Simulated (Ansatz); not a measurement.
**C2H8FGeNO: up Jacob's ladder to CCSD(T)**

An exercise on one series of results from a longer session: the logs are not shown, and one member is left open.

Program: Ansatz 0.2.0, Gaussian basis. Level of theory: functionals in def2-TZVPP, the program's frozen cores in correlated methods. These are calculated values, not measurements.

Plan: PBE-D4, r2SCAN-D4, PBE0-D4, B3LYP-D4, ωB97X-V, ωB97M-V, B2PLYP; CCSD(T)/def2-TZVPP; MP2/def2-QZVPP; extrapolation to the limit.

## The geometry

The geometry comes from an earlier relaxation with PBE0-D4 in a triple-zeta def2 set; it is a stationary point, not always the lowest conformer.

SMILES `C[O][Ge]([CH3])([NH2])[F]`, 14 atoms, charge 0, spin multiplicity 1.

Atoms are counted from 1 here; the program's logs count them from 0.

Bond lengths: C1–O2 1.410 Å, C1–H7 1.095 Å, C1–H8 1.098 Å, C1–H9 1.092 Å, O2–Ge3 1.761 Å, Ge3–C4 1.927 Å, Ge3–N5 1.806 Å, Ge3–F6 1.753 Å, C4–H10 1.090 Å, C4–H11 1.091 Å, C4–H12 1.090 Å, N5–H13 1.009 Å, N5–H14 1.010 Å. Angles: O2–C1–H7 112.0°, O2–C1–H8 112.0°, O2–C1–H9 107.8°, H7–C1–H8 108.5°, H7–C1–H9 108.5°, H8–C1–H9 107.9°, C1–O2–Ge3 120.1°, O2–Ge3–C4 115.6°, O2–Ge3–N5 103.6°, O2–Ge3–F6 104.9°, C4–Ge3–N5 114.5°, C4–Ge3–F6 105.6°, N5–Ge3–F6 112.5°, Ge3–C4–H10 109.9°, Ge3–C4–H11 109.9°, Ge3–C4–H12 109.8°, H10–C4–H11 109.2°, H10–C4–H12 109.5° and more.

Set-up of the first run:

in.yaml reads:

```yaml
crystal:
  periodic: [false, false, false]
  atoms:
    - {symbol: C, position_ang: [0.851382, 1.904190, -0.785010]}
    - {symbol: O, position_ang: [1.022131, 0.904775, 0.195079]}
    - {symbol: Ge, position_ang: [-0.260752, -0.262964, 0.496678]}
    - {symbol: C, position_ang: [-0.644566, -1.469928, -0.956067]}
    - {symbol: N, position_ang: [0.252680, -1.073335, 2.027034]}
    - {symbol: F, position_ang: [-1.709398, 0.703232, 0.702546]}
    - {symbol: H, position_ang: [-0.041994, 2.510165, -0.600968]}
    - {symbol: H, position_ang: [0.783515, 1.481573, -1.795626]}
    - {symbol: H, position_ang: [1.726022, 2.557073, -0.751416]}
    - {symbol: H, position_ang: [0.248591, -2.040952, -1.208964]}
    - {symbol: H, position_ang: [-1.439588, -2.157687, -0.665909]}
    - {symbol: H, position_ang: [-0.975241, -0.905584, -1.827972]}
    - {symbol: H, position_ang: [-0.415656, -1.708671, 2.437191]}
    - {symbol: H, position_ang: [0.602885, -0.441887, 2.733394]}
basis:
  gaussian: {orbitals: def2-TZVPP}
hamiltonian: {xc: pbe, dispersion: d4}
output: {forces: true, orbitals: {seedname: orbitals}}
```

The run is started by

```sh
> ansatz run in.yaml --threads 2 --pin off --events-out ev --progress --plain --max-ram 22528MiB --backend cuda --devices 0, --max-vram 18GiB
```

Steps of the session up to this table: PBE-D4 (GGA); r2SCAN-D4 (meta-GGA); PBE0-D4 (hybrid); B3LYP-D4 (hybrid); ωB97X-V (range-separated); ωB97M-V (range-separated); B2PLYP (double hybrid); CCSD(T) in def2-TZVPP; MP2 in def2-QZVPP.

One of the session's tables, all rows but one given; the rest of the session is left out.

| method | atomisation energy (eV) |
| --- | --- |
| PBE-D4 | 54.683 |
| r2SCAN-D4 | 53.771 |
| PBE0-D4 | 53.590 |
| B3LYP-D4 | 53.653 |
| ωB97X-V | 53.988 |
| ωB97M-V | 53.812 |
| B2PLYP | 53.234 |
| HF/def2-TZVPP | 38.284 |
| MP2/def2-TZVPP | ? |
| CCSD/def2-TZVPP | 51.816 |
| CCSD(T)/def2-TZVPP | 52.617 |
| MP2/CBS | 54.850 |
| CCSD(T)/CBS | 53.960 |

Estimate the missing values for MP2/def2-TZVPP.

As computed: atomisation energy (eV): 53.507. In the column «atomisation energy (eV)» it lies between B2PLYP (53.234) and PBE0-D4 (53.590).

To keep in mind: Free atoms (2 C, 1 O, 1 Ge, 1 N, 1 F, 8 H) were run apart at each level; the atomisation energy is their sum less the molecule, without zero-point or spin-orbit terms.
